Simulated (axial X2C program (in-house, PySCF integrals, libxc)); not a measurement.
**GaS⁻: bond curves with and without spin–orbit coupling**

Aim: find the lowest determinant of GaS⁻, scan the bond at several levels and fit the constants, once spin-free and once with spin–orbit coupling.

Computed with an in-house X2C program for linear molecules on PySCF integrals. Level: all-electron X2C, Ga dyall-acv3z, S dyall-av3z.

All values are calculated.

### Step 1. Input

Input file task.json:

```json
{
 "zs": [
  31,
  16
 ],
 "q": -1,
 "bas": [
  "dyall-acv3z",
  "dyall-av3z"
 ],
 "levels": [
  "PBE0",
  "HF",
  "PW91"
 ],
 "cc": true,
 "r0": 2.11,
 "thr": -1.0,
 "nmax": 90,
 "npts": 10,
 "nst": 2,
 "ntry": 6
}
```

Keys: zs atomic numbers; q charge; bas basis sets; levels methods (HF also brings MP2); cc coupled cluster on or off; r0 starting distance in Å; thr threshold in hartree for freezing inner shells (an s shell follows its p shell); nmax most natural virtual spinors; npts points asked for on the curve; nst determinants followed; ntry starts of the search.

Started as:

```sh
$ python so2c.py task.json out
```

Spin-free means the one-electron spin-free X2C Hamiltonian; two-component (2c) means X2C with spin–orbit coupling and atomic mean-field two-electron Coulomb and Gaunt terms. Basis: Ga dyall-acv3z contracted to [10s10p8d5f1g], S dyall-av3z contracted to [9s8p3d2f]; Gaussian nuclei, density fitting. Masses: Ga 68.926 u, S 31.972 u.

Notation: σ, π±, δ± give the projection m of an orbital's angular momentum (0, ±1, ±2), α and β its spin, Λ and M_S the sums; ω is the projection of a spinor's total angular momentum and Ω the sum. Logs are in hartree.

The results follow Hamiltonian by Hamiltonian and level by level.

### Step 2. State search with PBE0

Determinants are compared with PBE0 at 2.110 Å.

Spin-free determinants:

```json
{"ΔE (eV)": "0.00", "state": "M_S = 0, Λ = 0", "open shells": "closed shell"}
{"ΔE (eV)": "2.45", "state": "M_S = 1, Λ = 1", "open shells": "beyond closed shells: σα, π+α"}
{"ΔE (eV)": "2.69", "state": "M_S = 0, Λ = 1", "open shells": "beyond closed shells: σα, π+β"}
{"ΔE (eV)": "2.90", "state": "M_S = 1, Λ = 0", "open shells": "beyond closed shells: 2 × σα"}
{"ΔE (eV)": "3.26", "state": "M_S = 1, Λ = 2", "open shells": "beyond closed shells: 2 × π+α, π+β, π-α"}
{"ΔE (eV)": "3.26", "state": "M_S = 1, Λ = 0", "open shells": "beyond closed shells: π+α, π+β, 2 × π-α"}
{"ΔE (eV)": "3.63", "state": "M_S = 1, Λ = 1", "open shells": "beyond closed shells: σα, π+α, π+β, π-α"}
```

Two-component determinants:

```json
{"ΔE (eV)": "0.00", "state": "Ω = 0", "open shells": "closed shell"}
{"ΔE (eV)": "2.47", "state": "Ω = 2", "open shells": "excess of +ω over −ω: ω = 1/2, ω = 3/2"}
{"ΔE (eV)": "2.68", "state": "Ω = 1", "open shells": "excess of +ω over −ω: 2 × ω = 1/2"}
{"ΔE (eV)": "2.71", "state": "Ω = 1", "open shells": "excess of +ω over −ω: ω = -1/2, ω = 3/2"}
{"ΔE (eV)": "3.22", "state": "Ω = 1", "open shells": "excess of +ω over −ω: ω = -1/2, ω = 3/2"}
{"ΔE (eV)": "3.25", "state": "Ω = 3", "open shells": "excess of +ω over −ω: 2 × ω = 3/2"}
{"ΔE (eV)": "3.29", "state": "Ω = 2", "open shells": "excess of +ω over −ω: ω = 1/2, ω = 3/2"}
```

### Step 3. PBE0, spin-free

State followed: M_S = 0, Λ = 0 (closed shell). The scan is laid around 2.133 Å, a first estimate of the minimum, and this SCF restarts from the orbitals of the search.

The SCF at the reference distance of 2.133 Å:

```text
spin-free X2C-1e  PBE0
basis functions 186  fitting functions 1020  grid points 5080
iter        total energy     max residual
   1      -2341.442713362     2.16e+00
   2      -2342.928104997     1.75e-02
   3      -2342.904447463     3.07e-02
   4      -2342.941693341     4.34e-03
   5      -2342.941986627     2.87e-03
   6      -2342.942407231     5.96e-04
   7      -2342.942413647     1.05e-04
   8      -2342.942413950     1.93e-05
   9      -2342.942413961     2.45e-06
  10      -2342.942413961     6.06e-07
converged
one-electron -3516.88482603  Coulomb 1152.62552269  exact exchange -24.93310992  xc functional -76.80292926  nuclear repulsion 123.05292856
```

Along the bond, energies from the lowest point:

```csv
R (Å),E (eV),μ (D),HOMO (eV),LUMO (eV),iterations
1.856,0.9002,-1.04,-0.49,2.59,12
1.941,0.3689,-1.68,-0.62,2.58,12
2.005,0.1434,-2.17,-0.71,2.56,12
2.069,0.0289,-2.67,-0.79,2.55,12
2.133,0.0000,-3.16,-0.86,2.53,10
2.208,0.0476,-3.73,-0.92,2.50,12
2.282,0.1593,-4.29,-0.96,2.48,12
2.378,0.3680,-4.99,-0.93,2.44,13
2.496,0.6843,-5.81,-0.78,2.39,13
2.666,1.2000,-6.92,-0.60,2.31,14
```

Dipoles are positive if S is the positive end and refer to the centre of mass.

Outer orbitals at the reference distance:

| symmetry | occupied | ε (eV) | atomic character |
| --- | --- | --- | --- |
| σα | yes | -16.69 | 96% Ga d, 2% S s |
| δ+α | yes | -16.67 | 100% Ga d |
| δ-α | yes | -16.67 | 100% Ga d |
| π+α | yes | -16.54 | 100% Ga d |
| π-α | yes | -16.54 | 100% Ga d |
| σα | yes | -12.36 | 67% S s, 10% Ga p, 10% Ga d |
| σα | yes | -4.85 | 43% Ga s, 43% S p, 6% S s |
| π-α | yes | -1.35 | 75% S p, 15% Ga p, 6% Ga d |
| π+α | yes | -1.35 | 75% S p, 15% Ga p, 6% Ga d |
| σα | yes | -0.86 | 35% S p, 34% Ga p, 23% Ga s |
| σα | no | 2.53 | 83% Ga p, 15% Ga s |
| π-α | no | 2.59 | 95% Ga p, 2% Ga d |
| π+α | no | 2.59 | 95% Ga p, 2% Ga d |
| σα | no | 3.08 | 73% Ga s, 16% Ga p, 8% S p |

PBE0 fields in the half plane through the axis: z from -2.4 to 4.5 Å across, distance from the axis 0.15 to 2.25 Å upwards; Ga lies at z = 0 and S at z = 2.133 Å; the ELF is damped to zero where the density is low.

log10 density (e/bohr³). Ten even steps from ' ' (-4.10 ) to '@' (1.37 ):
```
  ..........::::::::::::::::::::::::......      
......::::::::::::::::::::::----::::::::....    
....::::::----------------------------::::....  
..::::--------====------============----::::....
::::------==================++++++====----::....
::::----====++++++++++++++++++++++++++==--::::..
::::--====++**######++++++++********++==----::..
::----====++**%%@@%%**++++**##@@%%**++====--::..
```

ELF. Ten even steps from ' ' (0.00 ) to '@' (0.97 ):
```
    ::--====--::..    ....::----::::....        
..--++####**++==::......::==========--::..      
--**%%%%%%%%##++--::::::==++******++++--::..    
**%%@@@@@@%%##++--::::--++**########**++--::    
%%@@@@@@@@%%++--::::::==**##%%%%%%%%%%**++--..  
@@@@@@@@@@**::........==##%%%%##%%@@%%##**==::  
@@@@@@@@%%==::++**++..--####..  ..##@@%%**==::..
@@@@@@@@##----##::##::::%%++==####::%%%%##++::..
```

Re = 2.127 Å, ωe = 450 cm⁻¹, ωexe = 1.37 cm⁻¹, Be = 0.1707 cm⁻¹, De = 4.23 eV, μ = -3.11 D.

### Step 4. HF, spin-free

Output at 2.133 Å:

```text
spin-free X2C-1e  HF
basis functions 186  fitting functions 1020  grid points 5080
iter        total energy     max residual
   1      -2340.938814459     1.25e-01
   2      -2340.967212792     9.49e-03
   3      -2340.968299660     7.30e-03
   4      -2340.968821523     8.88e-04
   5      -2340.968886230     4.00e-04
   6      -2340.968896029     9.24e-05
   7      -2340.968897220     7.61e-05
   8      -2340.968897534     1.40e-05
   9      -2340.968897563     6.43e-06
  10      -2340.968897566     1.35e-06
  11      -2340.968897566     3.43e-07
converged
one-electron -3517.04988249  Coulomb 1152.91445458  exact exchange -99.88639822  xc functional 0.00000000  nuclear repulsion 123.05292856
```

Re = 2.127 Å, ωe = 470 cm⁻¹, ωexe = 1.33 cm⁻¹, Be = 0.1707 cm⁻¹, De = 2.93 eV, μ = -3.44 D.

### Step 5. PW91, spin-free

The SCF at the reference distance of 2.133 Å:

```text
spin-free X2C-1e  PW91
basis functions 186  fitting functions 1020  grid points 5080
iter        total energy     max residual
   1      -2343.522833171     4.52e-02
   2      -2343.526938646     8.50e-03
   3      -2343.520118222     1.51e-02
   4      -2343.527783014     3.46e-03
   5      -2343.528110853     2.07e-03
   6      -2343.528329854     2.76e-04
   7      -2343.528333175     5.31e-05
   8      -2343.528333280     8.32e-06
   9      -2343.528333282     2.01e-06
  10      -2343.528333283     1.07e-07
converged
one-electron -3516.56081905  Coulomb 1152.26549289  exact exchange 0.00000000  xc functional -102.28593568  nuclear repulsion 123.05292856
```

Re = 2.149 Å, ωe = 424 cm⁻¹, ωexe = 1.4 cm⁻¹, Be = 0.1671 cm⁻¹, De = 4.37 eV, μ = -3.06 D.

### Step 6. MP2 and beyond, spin-free

Correlated methods: 10 electrons correlated (frozen shells, counted by type: Ga 3 s, 2 p, 1 d; S 2 s, 1 p), 290 virtual spinors in MP2, 88 natural virtuals in coupled cluster.

Output of the correlated part at 2.133 Å:

```text
correlated 10  virtual 290  natural virtual 88  E(MP2) -0.248958625  MP2 remainder -0.008987998
iter   CCSD correlation   residual
   1     -0.250651294   1.35e-01
   2     -0.257705629   5.48e-02
   3     -0.259925345   2.32e-02
   4     -0.259862345   6.96e-03
   5     -0.259905363   2.56e-03
   6     -0.259909152   9.68e-04
   7     -0.259911841   2.80e-04
   8     -0.259914972   8.41e-05
   9     -0.259913975   2.50e-05
  10     -0.259914003   7.69e-06
  11     -0.259913873   2.64e-06
  12     -0.259913870   9.07e-07
(T) -0.015191004  T1 0.0262  D1 0.0362  max T2 0.066
```

T1 in the output is the amplitude norm over the root of the electron number; divide by √2 for the Lee–Taylor value.

MP2: Re = 2.149 Å, ωe = 446 cm⁻¹, Be = 0.1672 cm⁻¹, De = 4.43 eV.

CCSD: Re = 2.144 Å, ωe = 451 cm⁻¹, ωexe = 1.33 cm⁻¹, Be = 0.1679 cm⁻¹, De = 4.07 eV. T1 at Re = 0.019 (Lee–Taylor, the printed value over √2).

CCSD(T): Re = 2.154 Å, ωe = 440 cm⁻¹, ωexe = 1.38 cm⁻¹, Be = 0.1664 cm⁻¹, De = 4.24 eV. T1 at Re = 0.019 (Lee–Taylor, the printed value over √2).

### Step 7. A higher determinant, spin-free

State: M_S = 1, Λ = 1 (beyond closed shells: σα, π+α).

Output at the reference distance:

```text
spin-free X2C-1e  PBE0
basis functions 186  fitting functions 1020  grid points 5080
iter        total energy     max residual
   1      -2341.391194105     2.17e+00
   2      -2342.836798212     1.97e-02
   3      -2342.819086554     3.26e-02
   4      -2342.851890143     3.62e-03
   5      -2342.852021923     2.73e-03
   6      -2342.852403877     4.10e-04
   7      -2342.852412387     1.88e-04
   8      -2342.852413777     4.94e-05
   9      -2342.852414218     3.07e-05
  10      -2342.852414359     9.37e-06
  11      -2342.852414369     1.79e-06
  12      -2342.852414370     5.12e-07
converged
one-electron -3514.27532581  Coulomb 1150.04735399  exact exchange -24.92229602  xc functional -76.75507509  nuclear repulsion 123.05292856
```

```csv
R (Å),E above the lowest PBE0 point (eV)
1.856,3.275
1.941,2.799
2.005,2.596
2.069,2.488
2.133,2.449
2.208,2.466
2.282,2.525
2.378,2.638
2.496,2.798
```

Re = 2.148 Å, ωe = 371 cm⁻¹, ωexe = 3.09 cm⁻¹, Be = 0.1673 cm⁻¹, μ = -0.55 D. Te = 2.45 eV.

### Step 8. The spin-free curves together

Energy (eV) of the followed determinant, spin-free, from each level's lowest point:

```csv
R (Å),PBE0,HF,MP2,CCSD,CCSD(T),PW91
1.856,0.900,0.972,1.066,n/a,n/a,0.976
1.941,0.369,0.400,0.467,0.455,0.482,0.427
2.005,0.143,0.156,0.202,0.193,0.212,0.184
2.069,0.029,0.032,0.055,0.051,0.060,0.050
2.133,0.000,0.000,0.000,0.000,0.000,0.000
2.208,0.048,0.052,0.023,0.029,0.017,0.021
2.282,0.159,0.174,0.117,0.128,0.104,0.105
2.378,0.368,0.403,0.308,0.327,0.286,0.276
2.496,0.684,0.751,0.610,n/a,n/a,0.546
2.666,1.200,1.320,1.116,n/a,n/a,0.994
```

### Step 9. PBE0, 2c

State followed: Ω = 0 (closed shell). The scan is laid around 2.133 Å, a first estimate of the minimum, and this SCF restarts from the orbitals of the search.

Output at 2.133 Å:

```text
two-component X2C + atomic mean field  PBE0
basis functions 186  fitting functions 1020  grid points 5080
iter        total energy     max residual
   1      -2340.692868933     2.24e+00
   2      -2342.264067841     1.76e-02
   3      -2342.240177526     3.10e-02
   4      -2342.277730904     4.37e-03
   5      -2342.278027414     2.87e-03
   6      -2342.278448991     5.95e-04
   7      -2342.278455371     1.05e-04
   8      -2342.278455671     1.91e-05
   9      -2342.278455682     2.43e-06
  10      -2342.278455683     6.13e-07
converged
one-electron -3515.19439583  Coulomb 1152.27256017  exact exchange -24.92545240  xc functional -76.77927006  nuclear repulsion 123.05292856  atomic mean-field constant -0.70482612
```

Along the bond, energies from the lowest point:

```csv
R (Å),E (eV),μ (D),HOMO (eV),LUMO (eV),iterations
1.856,0.9024,-1.04,-0.49,2.60,12
1.941,0.3704,-1.68,-0.62,2.59,12
2.005,0.1443,-2.17,-0.71,2.57,12
2.069,0.0294,-2.67,-0.79,2.56,12
2.133,0.0000,-3.16,-0.86,2.54,10
2.208,0.0471,-3.73,-0.92,2.51,12
2.282,0.1584,-4.29,-0.96,2.48,12
2.378,0.3666,-4.98,-0.91,2.45,13
2.496,0.6823,-5.80,-0.76,2.39,13
2.666,1.1973,-6.92,-0.57,2.31,14
```

Dipoles are positive if S is the positive end and refer to the centre of mass.

Outer spinors at the reference distance:

```csv
ω,occupied,ε (eV),atomic character,λ mixture
3/2,yes,-16.92,100% Ga d,"88% δ, 12% π"
1/2,yes,-16.88,98% Ga d,"59% σ, 41% π"
5/2,yes,-16.51,100% Ga d,100% δ
1/2,yes,-16.46,98% Ga d,"59% π, 41% σ"
3/2,yes,-16.39,100% Ga d,"88% π, 12% δ"
1/2,yes,-12.36,"67% S s, 10% Ga p, 10% Ga d",100% σ
1/2,yes,-4.85,"43% Ga s, 43% S p, 6% S s",100% σ
1/2,yes,-1.38,"75% S p, 15% Ga p, 6% Ga d",100% π
3/2,yes,-1.33,"75% S p, 15% Ga p, 6% Ga d",100% π
1/2,yes,-0.86,"35% S p, 34% Ga p, 22% Ga s",100% σ
1/2,no,2.54,"85% Ga p, 14% Ga s",100% σ
1/2,no,2.59,"95% Ga p, 2% Ga d",100% π
3/2,no,2.59,"95% Ga p, 2% Ga d",100% π
1/2,no,3.11,"76% Ga s, 14% Ga p, 7% S p",100% σ
```

PBE0 fields in the half plane through the axis: z from -2.4 to 4.5 Å across, distance from the axis 0.15 to 2.25 Å upwards; Ga lies at z = 0 and S at z = 2.133 Å; the ELF is damped to zero where the density is low.

log10 density (e/bohr³). Ten even steps from '0' (-4.10 ) to '9' (1.37 ):
```
011111222222222222111000
111222222222223322221100
112223333333333333322110
122333344333444444332211
223334444444445554433211
223344555555555555543221
223445677755556666543321
233445689865567986544321
```

ELF. Ten even steps from '0' (0.00 ) to '9' (0.97 ):
```
002344321001123322110000
135776542111244444321000
368888753222456665532100
689998753223567777653200
899998532224678888865310
999996211114788789876420
999984256513771017986421
999973372722854772887521
```

Re = 2.127 Å, ωe = 450 cm⁻¹, ωexe = 1.37 cm⁻¹, Be = 0.1706 cm⁻¹, De = 4.22 eV, μ = -3.11 D.

### Step 10. HF, 2c

The SCF at the reference distance of 2.133 Å:

```text
two-component X2C + atomic mean field  HF
basis functions 186  fitting functions 1020  grid points 5080
iter        total energy     max residual
   1      -2340.275542809     1.25e-01
   2      -2340.303920708     9.50e-03
   3      -2340.305006891     7.30e-03
   4      -2340.305526983     9.00e-04
   5      -2340.305591603     3.99e-04
   6      -2340.305601389     9.55e-05
   7      -2340.305602581     7.58e-05
   8      -2340.305602897     1.39e-05
   9      -2340.305602926     6.38e-06
  10      -2340.305602929     1.34e-06
  11      -2340.305602929     3.38e-07
converged
one-electron -3515.35829715  Coulomb 1152.56026537  exact exchange -99.85567358  xc functional 0.00000000  nuclear repulsion 123.05292856  atomic mean-field constant -0.70482612
```

Re = 2.127 Å, ωe = 470 cm⁻¹, ωexe = 1.33 cm⁻¹, Be = 0.1706 cm⁻¹, De = 2.91 eV, μ = -3.45 D.

### Step 11. PW91, 2c

Output at 2.133 Å:

```text
two-component X2C + atomic mean field  PW91
basis functions 186  fitting functions 1020  grid points 5080
iter        total energy     max residual
   1      -2342.858405198     4.57e-02
   2      -2342.862510895     8.50e-03
   3      -2342.855719044     1.51e-02
   4      -2342.863353638     3.46e-03
   5      -2342.863679183     2.07e-03
   6      -2342.863897702     2.76e-04
   7      -2342.863901004     5.31e-05
   8      -2342.863901108     8.34e-06
   9      -2342.863901111     2.01e-06
  10      -2342.863901111     9.96e-08
converged
one-electron -3514.87121812  Coulomb 1151.91338180  exact exchange 0.00000000  xc functional -102.25416722  nuclear repulsion 123.05292856  atomic mean-field constant -0.70482612
```

Re = 2.150 Å, ωe = 424 cm⁻¹, ωexe = 1.4 cm⁻¹, Be = 0.167 cm⁻¹, De = 4.36 eV, μ = -3.07 D.

### Step 12. MP2 and beyond, 2c

Correlated methods: 10 electrons correlated (frozen shells, counted by type: Ga 3 s, 2 p, 1 d; S 2 s, 1 p), 290 virtual spinors in MP2, 90 natural virtuals in coupled cluster.

Output of the correlated part at 2.133 Å:

```text
correlated 10  virtual 290  natural virtual 90  E(MP2) -0.248928985  MP2 remainder -0.008654051
iter   CCSD correlation   residual
   1     -0.250880084   1.35e-01
   2     -0.257924719   5.48e-02
   3     -0.260147502   2.33e-02
   4     -0.260084930   6.96e-03
   5     -0.260128078   2.57e-03
   6     -0.260131799   9.69e-04
   7     -0.260134481   2.81e-04
   8     -0.260137615   8.54e-05
   9     -0.260136607   2.68e-05
  10     -0.260136641   9.96e-06
  11     -0.260136487   4.84e-06
  12     -0.260136492   2.70e-06
(T) -0.015266474  T1 0.0262  D1 0.0364  max T2 0.066
```

MP2: Re = 2.149 Å, ωe = 446 cm⁻¹, Be = 0.1671 cm⁻¹, De = 4.44 eV.

CCSD: Re = 2.145 Å, ωe = 451 cm⁻¹, ωexe = 1.33 cm⁻¹, Be = 0.1678 cm⁻¹, De = 4.07 eV. T1 at Re = 0.019 (Lee–Taylor, the printed value over √2).

CCSD(T): Re = 2.154 Å, ωe = 440 cm⁻¹, ωexe = 1.38 cm⁻¹, Be = 0.1663 cm⁻¹, De = 4.25 eV. T1 at Re = 0.019 (Lee–Taylor, the printed value over √2).

### Step 13. A higher determinant, 2c

State: Ω = 2 (excess of +ω over −ω: ω = 1/2, ω = 3/2).

Output at the reference distance:

```text
two-component X2C + atomic mean field  PBE0
basis functions 186  fitting functions 1020  grid points 5080
iter        total energy     max residual
   1      -2340.644456181     2.24e+00
   2      -2342.171930443     1.99e-02
   3      -2342.154173374     3.27e-02
   4      -2342.187162197     3.67e-03
   5      -2342.187304183     2.74e-03
   6      -2342.187687820     4.04e-04
   7      -2342.187696574     1.90e-04
   8      -2342.187698070     5.04e-05
   9      -2342.187698564     3.19e-05
  10      -2342.187698721     9.67e-06
  11      -2342.187698734     1.81e-06
  12      -2342.187698735     6.60e-07
converged
one-electron -3512.48474438  Coulomb 1149.59239941  exact exchange -24.91399641  xc functional -76.72945979  nuclear repulsion 123.05292856  atomic mean-field constant -0.70482612
```

```csv
R (Å),E above the lowest PBE0 point (eV)
1.856,3.289
1.941,2.815
2.005,2.614
2.069,2.507
2.133,2.470
2.208,2.487
2.282,2.548
2.378,2.662
2.496,2.822
```

Re = 2.146 Å, ωe = 372 cm⁻¹, ωexe = 3.09 cm⁻¹, Be = 0.1676 cm⁻¹, μ = -0.46 D. Te = 2.47 eV.

### Step 14. The 2c curves together

Energy (eV) of the followed determinant, 2c, from each level's lowest point:

```csv
R (Å),PBE0,HF,MP2,CCSD,CCSD(T),PW91
1.856,0.902,0.975,1.068,n/a,n/a,0.978
1.941,0.370,0.402,0.469,0.456,0.483,0.428
2.005,0.144,0.157,0.203,0.194,0.213,0.185
2.069,0.029,0.032,0.056,0.051,0.061,0.051
2.133,0.000,0.000,0.000,0.000,0.000,0.000
2.208,0.047,0.051,0.023,0.029,0.017,0.021
2.282,0.158,0.173,0.116,0.127,0.103,0.104
2.378,0.367,0.401,0.306,0.326,0.284,0.275
2.496,0.682,0.748,0.608,n/a,n/a,0.544
2.666,1.197,1.317,1.114,n/a,n/a,0.992
```

Time for the job: 2.8 min (1 thread of Intel Xeon Platinum 8223CL at 3.00GHz (Skylake/Cascade Lake), shared host); peak memory 0.65 GiB.

### Step 15. Results

Lowest determinant that the search found at its distance, spin-free: M_S = 0, Λ = 0 (closed shell).

Lowest determinant that the search found at its distance, 2c: Ω = 0 (closed shell).

```tsv
Hamiltonian	level	Re (Å)	ωe (cm⁻¹)	De (eV)	μ (D)
spin-free	PBE0	2.127	450	4.23	-3.11
spin-free	HF	2.127	470	2.93	-3.44
spin-free	MP2	2.149	446	4.43	n/a
spin-free	CCSD	2.144	451	4.07	n/a
spin-free	CCSD(T)	2.154	440	4.24	n/a
spin-free	PW91	2.149	424	4.37	-3.06
2c	PBE0	2.127	450	4.22	-3.11
2c	HF	2.127	470	2.91	-3.45
2c	MP2	2.149	446	4.44	n/a
2c	CCSD	2.145	451	4.07	n/a
2c	CCSD(T)	2.154	440	4.25	n/a
2c	PW91	2.150	424	4.36	-3.07
```

Dipoles are positive if S is the positive end and refer to the centre of mass.

Time per point (s) on 1 thread of Intel Xeon Platinum 8223CL at 3.00GHz (Skylake/Cascade Lake), shared host (2c runs; CCSD comes with the CCSD(T) run); the times are rough: PBE0 0.58, HF 0.29, MP2 0.58, CCSD(T) 5.4, PW91 0.43.

At CCSD(T), going from spin-free to two-component changes Re by 0 mÅ, ωe by -0.1 %; the spin-free picture holds up (part of it comes from the scalar share of the two-electron terms). De moves by 0.00 eV; both De rest on single-determinant atoms, which can miss part of an open shell's spin–orbit lowering.

De refers to Ga + S-, each in the lowest determinant found, which need not be this curve's own limit. The state is a single determinant with fixed occupations, the lowest that a limited PBE0 search found. Closed shells are restricted here (equal orbitals for both partners), which fails at long range if the bond breaks into open shells. Dissociation energies refer to the lowest single-determinant-based atoms at the same level and basis. CCSD and (T) use frozen natural virtuals with an MP2 correction for the truncation. With the outer-core shells frozen, correlated bond lengths of heavy atoms tend to come out a few hundredths of an ångström too long.
